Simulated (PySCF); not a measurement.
# Solver options tried on RuN2 (triplet)

Aim: find out which solver settings change the answer for RuN2 (triplet).

Computed with PySCF 2.14.0. Level: each script names its method and basis.

5 further runs of the same task are left out: 5 that didn't finish.

## 1. The starting structure

RuN2 (triplet): 3 atoms, charge 0, spin multiplicity 3.

Bond lengths: Ru1–N2 2.034 Å, Ru1–N3 2.034 Å, N2–N3 1.152 Å. Angles: N2–Ru1–N3 32.9°, Ru1–N2–N3 73.5°, Ru1–N3–N2 73.5°.

Coordinates:

```xyz
3
charge 0, multiplicity 3
Ru    0.0000    0.0000   -0.4206
N     0.5761    0.0000    1.5305
N    -0.5761    0.0000    1.5305
```

## 2. The run that the others are compared with

input.py

```python
from pyscf import gto, scf, mcscf

mol = gto.M(
    atom='Ru 0 0 -0.4206; N 0.5761 0 1.5305; N -0.5761 0 1.5305',
    basis='3-21g',
    charge=0,
    spin=2,
    verbose=4,
)
mf = scf.ROHF(mol)
mf.level_shift = 0.3
mf.kernel()
mc = mcscf.CASCI(mf, 6, 4)
mc.kernel()
mc.analyze()
mf.dip_moment()
print('orbital energies (hartree):', mf.mo_energy[..., max(0, mol.nelec[1]-3):mol.nelec[0]+3].round(4))
```

On the command line:

```console
OMP_NUM_THREADS=1 python input.py
```

Its log is not repeated here.

It gives: E(SCF) = -4528.772662 Eh, E(CAS) − E(SCF) = -0.00007 Eh, μ = 4.41 D (of the SCF density).

No relativity is included for the heavy element. No search for the lowest state was made; open d or f shells can end in a higher solution. The triplet is typed in the script; nothing here shows that it is the ground state.

## 3. Level shift 0.1 hartree

Run 1 changes level shift: 0.3 hartree → 0.1 hartree.

input.py

```python
from pyscf import gto, scf, mcscf

mol = gto.M(
    atom='Ru 0 0 -0.4206; N 0.5761 0 1.5305; N -0.5761 0 1.5305',
    basis='3-21g',
    charge=0,
    spin=2,
    verbose=4,
)
mf = scf.ROHF(mol)
mf.level_shift = 0.1
mf.kernel()
mc = mcscf.CASCI(mf, 6, 4)
mc.kernel()
mc.analyze()
mf.dip_moment()
print('orbital energies (hartree):', mf.mo_energy[..., max(0, mol.nelec[1]-3):mol.nelec[0]+3].round(4))
```

On the command line:

```console
OMP_NUM_THREADS=1 python input.py
```

## 4. Second-order solver on

Run 2 changes second-order solver: off → on.

Changes to input.py since step 2:

```diff
@@ -11,2 +11,3 @@
 mf.level_shift = 0.3
+mf = mf.newton()
 mf.kernel()
```

## 5. Smearing width 0.005 hartree

Run 3 changes smearing width: none → 0.005 hartree; step after the SCF: casci → none.

Changes to input.py since step 2:

```diff
@@ -1,2 +1,2 @@
-from pyscf import gto, scf, mcscf
+from pyscf import gto, scf
 
@@ -10,7 +10,5 @@
 mf = scf.ROHF(mol)
+mf = scf.addons.smearing_(mf, sigma=0.005, method='fermi')
 mf.level_shift = 0.3
 mf.kernel()
-mc = mcscf.CASCI(mf, 6, 4)
-mc.kernel()
-mc.analyze()
 mf.dip_moment()
```

Q: Predict the outcome of this session. Wanted: for each run, E(SCF); from base; SCF dipole; after the SCF.

**Answer**, as computed:

```tsv
run	E(SCF) (hartree)	from base (eV)	cycles	SCF dipole (D)	after the SCF
base	-4528.772662	0	37	4.41	CASCI correlation -0.002 eV
level shift 0.1 hartree	-4528.772662	0.0000	31	4.41	CASCI correlation -0.002 eV
second-order solver on	-4528.804436	-0.8646	4 macro	3.97	CASCI correlation -0.010 eV
smearing width 0.005 hartree (poor choice)	-4528.740556	not comparable	31	4.37	n/a
```

Distance from each run's final energy (log10 hartree) by cycle:

```tsv
run	cycle 1	cycle 2	cycle 3	cycle 5	cycle 8	cycle 12
base	-1.1	-2.1	-4.2	-2.6	-2.3	-2.6
level shift 0.1 hartree	-1.1	-1.9	-3.4	-2.5	-2.2	-2.8
second-order solver on	-1.7	-2.7	-9.8	done	done	done
smearing width 0.005 hartree (poor choice)	-1.1	-1.7	-2.0	-2.3	-2.5	-3.2
```

No change of the SCF energy comes from level shift 0.1 hartree. With second-order solver on the SCF ends in another solution, 0.86 eV lower: the path to self-consistency decides the state here. The base needs 37 cycles and the run with level shift 0.1 hartree needs 31. Rows marked «poor choice» come from settings spoiled on purpose.
